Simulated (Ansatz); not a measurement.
# GeSe: the cost of one run

Computed with Ansatz 0.2.0, Gaussian basis. Level: def2-QZVPP, all electrons in the functionals.

The runs, in order: PBE, BLYP, r2SCAN, B97M-V, PBE0, B3LYP, at charge 0, triplet; charge 0, singlet; charge 0, quintet; charge 1, doublet; charge 1, quartet.

10 further runs of the same task are left out: 10 set aside as unsound or not needed.

## 1. What is computed

The geometry is a PBE0/def2-TZVP stationary point (not a proven minimum). No spin-orbit coupling is included. The filled d shell of Ge, Se may be among the frozen orbitals whatever the setting's name suggests; the logs give the count.

2 atoms, charge 0, spin multiplicity 3.

Atoms are counted from 1 here; the program's logs count them from 0.

Bond lengths: Ge1–Se2 2.397 Å.

Coordinates:

```
Ge    0.00000    0.00000    0.00000
Se    0.00000    0.00000    2.39740
```

No dispersion term is added; B97M-V holds VV10 nonlocal correlation. B3LYP takes the VWN-RPA correlation.

The geometry shown and the zero of energy belong to the point charge 0, triplet. The yardstick, RCCSD(T), and other wave-function levels (R restricted, U unrestricted, valence and pair active spaces) come from earlier runs.

## 2. PBE, charge 0, triplet

Contents of in.yaml:

```yaml
crystal:
  periodic: [false, false, false]
  atoms:
    - {symbol: Ge, position_ang: [0.000000, 0.000000, 0.000000]}
    - {symbol: Se, position_ang: [0.000000, 0.000000, 2.397400]}
basis:
  gaussian: {orbitals: "def2-QZVPP.json"}
magnetization: {spin_polarized: true, initial_magnetization: 2}
hamiltonian: {xc: {name: PBE}}
output: {orbitals: {seedname: orbitals}}
```

On the command line:

```bash
ansatz run in.yaml --threads 1 --pin off --events-out ev --progress --plain --max-ram 2393MiB
```

Q: Estimate wall time and peak memory on 1 thread of AMD EPYC 7R43, shared host.

About 36 s, with a peak of 0.42 GiB.
